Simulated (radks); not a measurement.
**Cd⁴⁺ in [Kr] 4d8: an all-electron calculation**

One table from this session's results is given with a row withheld; the runs are named, their logs left out.

Program: radks (a radial shooting solver on a logarithmic mesh, Libxc functionals) version 1. Level of theory: Dirac Kohn-Sham, PBE, spin-unpolarised, spherical densities, point nucleus; open shells fill j = l - 1/2 first. These are calculated values, not measurements, unless marked.

## Starting point

- element: cadmium (Z = 48)
- charge: +4
- electrons: 44
- configuration: [Kr] 4d8

The first run:

Input:

```text
Z 48
configuration [Kr] 4d8 5s0 5p0 4f0 5d0
relativity Dirac
functional pbe,pbe
spin unpolarised
j_filling energy
nucleus point
c 137.035999084
```

One of the session's tables, all rows but one given; the rest of the session is left out.

It belongs to the step «Orbitals and density». From the orbitals of this run (lengths in bohr):

```
level      <r>  outermost maximum (interpolated)  90 % within  nodes
1s1/2  0.03040                            0.0197       0.0546      0
2s1/2   0.1313                             0.111        0.203      1
2p1/2   0.1112                            0.0860        0.182      0
2p3/2   0.1164                            0.0903        0.189      0
3s1/2   0.3580                             0.324        0.527      2
3p1/2   0.3493                             0.310        0.526      1
3p3/2   0.3603                             0.320        0.542      1
3d3/2   0.3325                             0.264        0.526      0
3d5/2   0.3360                             0.267        0.531      0
4s1/2   0.8713                             0.794         1.26      3
4p1/2   0.9243                             0.825         1.36      2
4p3/2   0.9524                             0.849         1.40      2
4d3/2    1.146                             0.951         1.76      1
4d5/2    1.157                             0.960         1.78      1
5s1/2        ?                                 ?            ?      ?
5p1/2    2.392                              2.18         3.42      3
5p3/2    2.448                              2.24         3.50      3
```

Q: Estimate the row for 5s1/2 from the others.

As computed: <r>: 2.131; outermost maximum (interpolated): 1.95; 90 % within: 3.04; nodes: 4. In the column «<r>» it lies between 4d5/2 (1.157) and 5p1/2 (2.392).

Limits of these values: Spin polarisation and multiplet splitting are left out.
